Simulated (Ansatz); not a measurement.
# GaBAs2: how the settings move a single-point run

How sensitive is a single-point run of GaBAs2 to its settings? A reference run comes first, then six runs with altered input. The cell is built on a prototype (ordering on zincblende) and needn't be the phase found in nature.

Program: Ansatz 0.2.0. Level of theory: reference: DFT, PBE, plane waves, PAW. These are calculated values, not measurements.

## Step 1: Starting point

It takes space group P-4m2 (No. 115, tetragonal). Conventional cell: a = 3.662 Å, b = 3.662 Å, c = 5.355 Å, α = 90.00°, β = 90.00°, γ = 90.00°. B (site symmetry -4m2) has 4 As at 2.16 Å as nearest neighbours. As (site symmetry 2mm) is surrounded by 2 B at 2.16 Å and 2 Ga at 2.39 Å. Ga (site symmetry -4m2) has 4 As at 2.39 Å as nearest neighbours.

Structure file:

```cif
data_structure
_symmetry_space_group_name_H-M 'P-4m2'
_symmetry_Int_Tables_number 115
_cell_length_a 3.6616
_cell_length_b 3.6616
_cell_length_c 5.3548
_cell_angle_alpha 90.000
_cell_angle_beta 90.000
_cell_angle_gamma 90.000
_cell_volume 71.79
loop_
_atom_site_label
_atom_site_type_symbol
_atom_site_symmetry_multiplicity
_atom_site_Wyckoff_symbol
_atom_site_fract_x
_atom_site_fract_y
_atom_site_fract_z
_atom_site_occupancy
B1 B 1 a 0.00000 0.00000 0.00000 1
As1 As 2 g 0.00000 0.50000 0.21397 1
Ga1 Ga 1 c 0.50000 0.50000 0.50000 1
```

## Step 2: Reference

Contents of input.yaml:

```yaml
crystal:
  lattice:
    - [3.6615741083, 0.0, 0.0]
    - [0.0, 3.6615741083, 0.0]
    - [0.0, 0.0, 5.3547502675]
  atoms:
    - { symbol: B, position: [0.0, 0.0, 0.0] }
    - { symbol: As, position: [0.0, 0.5, 0.2139711069] }
    - { symbol: Ga, position: [0.5, 0.5, 0.5] }
    - { symbol: As, position: [0.5, 0.0, 0.7860288931] }
kpoints:
  mp_grid: { grid: [6, 6, 4] }
hamiltonian:
  xc: pbe
scf:
  occupations: { method: fixed }
  n_extra_bands: 5
output:
  forces: true
  stress: true
  eigenvalues: true
```

On the command line:

```
> ansatz run input.yaml --threads 4 --pin off --max-ram 3686MiB --backend cpu --events-out ev --progress --plain --runs-dir out
```

## Step 3: Changed: mp_grid.grid [5, 5, 5]

Edit input.yaml of step 2 so:

```diff
@@ -11,3 +11,3 @@
 kpoints:
-  mp_grid: { grid: [6, 6, 4] }
+  mp_grid: { grid: [5, 5, 5] }
 hamiltonian:
```

## Step 4: Changing settings: xc mr2scan

Edit input.yaml of step 2 so:

```diff
@@ -13,3 +13,3 @@
 hamiltonian:
-  xc: pbe
+  xc: mr2scan
 scf:
```

## Step 5: Changing settings: ecutwfc 600

Edit input.yaml of step 2 so:

```diff
@@ -21 +21,3 @@
   eigenvalues: true
+basis:
+  ecutwfc: 600
```

## Step 6: Changing settings: ecutwfc 500

Edit input.yaml of step 2 so:

```diff
@@ -21 +21,3 @@
   eigenvalues: true
+basis:
+  ecutwfc: 500
```

## Step 7: Changed: ecutrho_ratio 8

Edit input.yaml of step 2 so:

```diff
@@ -17,2 +17,3 @@
   n_extra_bands: 5
+  max_iter: 61
 output:
@@ -21 +22,3 @@
   eigenvalues: true
+basis:
+  ecutrho_ratio: 8
```

## Step 8: Changing settings: occupations.method cold, occupations.width 0.05

Edit input.yaml of step 2 so:

```diff
@@ -15,3 +15,3 @@
 scf:
-  occupations: { method: fixed }
+  occupations: { method: cold, width: 0.05 }
   n_extra_bands: 5
```

What does the calculation give? Wanted: for each run, ending; energy change; pressure; gap; force.

As calculated:

| run | ending | energy change | pressure (GPa) | gap (eV) | force (eV/Å) | cycles | time |
| --- | --- | --- | --- | --- | --- | --- | --- |
| reference | converged | 0 | 2.5 | 0.51 | 0.22 | 7 | 3.2 s |
| 1: mp_grid.grid [5, 5, 5] | converged | +7.4 meV/atom | 2.5 | 0.68 | 0.23 | 7 | 2.2 s |
| 2: xc mr2scan | converged | not comparable | 0.0 | 0.78 | 0.00 | 7 | 7.1 s |
| 3: ecutwfc 600 | converged | -1.1 meV/atom | 2.5 | 0.51 | 0.22 | 7 | 4.7 s |
| 4: ecutwfc 500 | converged | -0.9 meV/atom | 2.5 | 0.51 | 0.22 | 7 | 3.8 s |
| 5: ecutrho_ratio 8 | converged | 0.0 meV/atom | 2.5 | 0.51 | 0.22 | 7 | 3.4 s |
| 6: occupations.method cold, occupations.width 0.05 | converged | 0.0 meV/atom (σ→0) | 2.5 | 0.51 | 0.22 | 7 | 3.1 s |

Residual by cycle in the longest SCF loop of each run; runs are numbered as in the table. The quantity is the density residual dr2, in eV.

```csv
cycle,reference,run 1,run 2,run 3,run 4,run 5,run 6
1,0.0129,0.0124,0.0672,0.013,0.013,0.0129,0.0131
2,0.00115,0.00118,0.00391,0.00115,0.00115,0.00115,0.00115
3,1.9e-4,2.1e-4,0.00116,1.9e-4,1.8e-4,1.8e-4,2.0e-4
4,2.7e-5,3.4e-5,1.2e-4,2.9e-5,2.7e-5,2.7e-5,2.8e-5
5,1.8e-6,1.9e-6,1.1e-5,2.4e-6,1.9e-6,1.8e-6,2.0e-6
6,5.2e-7,5.5e-7,1.8e-6,7.4e-7,5.3e-7,5.2e-7,5.9e-7
7,3.5e-8,3.7e-8,6.1e-8,4.3e-8,3.4e-8,3.5e-8,3.7e-8
```

**Reading.** The pressure spans 0.0 to 2.5 GPa over the reference and the converged variants. The gap spans 0.51 to 0.78 eV over the reference and the converged variants (gaps read on unlike meshes, which can miss the band edges). Of the variants the dearest is «xc mr2scan» (7.1 s), the cheapest «mp_grid.grid [5, 5, 5]» (2.2 s), on a shared host.
